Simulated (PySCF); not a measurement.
# [FeCl3]-: quintet, from a trigonal planar start

The task is one start of a wider search on [FeCl3]-: the quintet, built as trigonal planar. It is relaxed, tested by its Hessian and followed downhill if it is a saddle.

Program: PySCF 2.14.0. Level of theory: PBE, basis Fe def2-SVPD, Cl def2-SVPD, no relativity, density fitting. These are calculated values, not measurements.

## 1. The system as given

4 atoms, charge -1, spin multiplicity 5.

Bond lengths: Fe1–Cl2 2.150 Å, Fe1–Cl3 2.150 Å, Fe1–Cl4 2.150 Å. Angles: Cl2–Fe1–Cl3 120.0°, Cl2–Fe1–Cl4 120.0°, Cl3–Fe1–Cl4 120.0°.

```xyz
4
charge -1 multiplicity 5
Fe    0.0000    0.0000    0.0000
Cl    2.1500    0.0000    0.0000
Cl   -1.0750    1.8620    0.0000
Cl   -1.0750   -1.8620    0.0000
```

## 2. Relaxation: trigonal planar start, quintet

The steps below are one call of a driver around PySCF. For each, scf.py gives the equivalent set-up of the SCF; relaxations use the driver's own optimiser. Before each start the driver seeks the lowest SCF state from one or more starting densities and follows internal instabilities, so scf.py alone need not reach the same state.

The program finds D3h symmetry in the start, which this walk keeps.

Contents of scf.py:

```python
from pyscf import gto, scf, dft
mol = gto.M(atom='''
Fe    -0.000000    -0.000000    -0.000000
Cl     2.150026    -0.000023    -0.000000
Cl    -1.074993     1.861989    -0.000000
Cl    -1.075033    -1.861966     0.000000''',
    basis={'Fe': 'def2-SVPD', 'Cl': 'def2-SVPD'},
    charge=-1, spin=4)
mf = dft.UKS(mol, xc='PBE')
mf.grids.atom_grid = (50, 194)
aux = {'Fe': 'def2-universal-JKFIT', 'Cl': 'def2-universal-JKFIT'}
mf = mf.density_fit(auxbasis=aux)
mf.kernel()
```

After this run come: Vibrations and properties at this point.

Q: Predict the outcome of this session. Wanted: minimum; geometry; wavenumbers; dipole moment; highest occupied, lowest empty level; polar-tensor charge of Fe1; zero-point energy; ⟨S²⟩.

As calculated:

```
                                          quantity                                     value
                                           minimum                              quintet, D3h
                                          geometry  Fe–Cl 2.245 Å (×3); Cl–Fe–Cl 120.0° (×3)
                                wavenumbers (cm⁻¹)  89 (e'), 106 (a2''), 279 (a1'), 353 (e')
                    dipole moment (centre of mass)                                    0.00 D
highest occupied, lowest empty level (either spin)                            -0.56, 0.47 eV
                        polar-tensor charge of Fe1                                   +1.04 e
                                 zero-point energy                                7.6 kJ/mol
                               entropy at 298.15 K                           352.5 J/(mol K)
                                              ⟨S²⟩                                     6.014
```

**Reading.** The molecule stays D3h, as typed, and the end point is a minimum. The strongest infrared band lies at 353 cm⁻¹ (e', stretch). Most of the spin sits on Fe1 (Mulliken spin 3.58, against 4 for the whole molecule). Other starts or spin states, not run here, may lie lower. Modes under about 90 cm⁻¹ are uncertain by tens of cm⁻¹. One determinant may miss the lowest occupation of an open d or f shell.
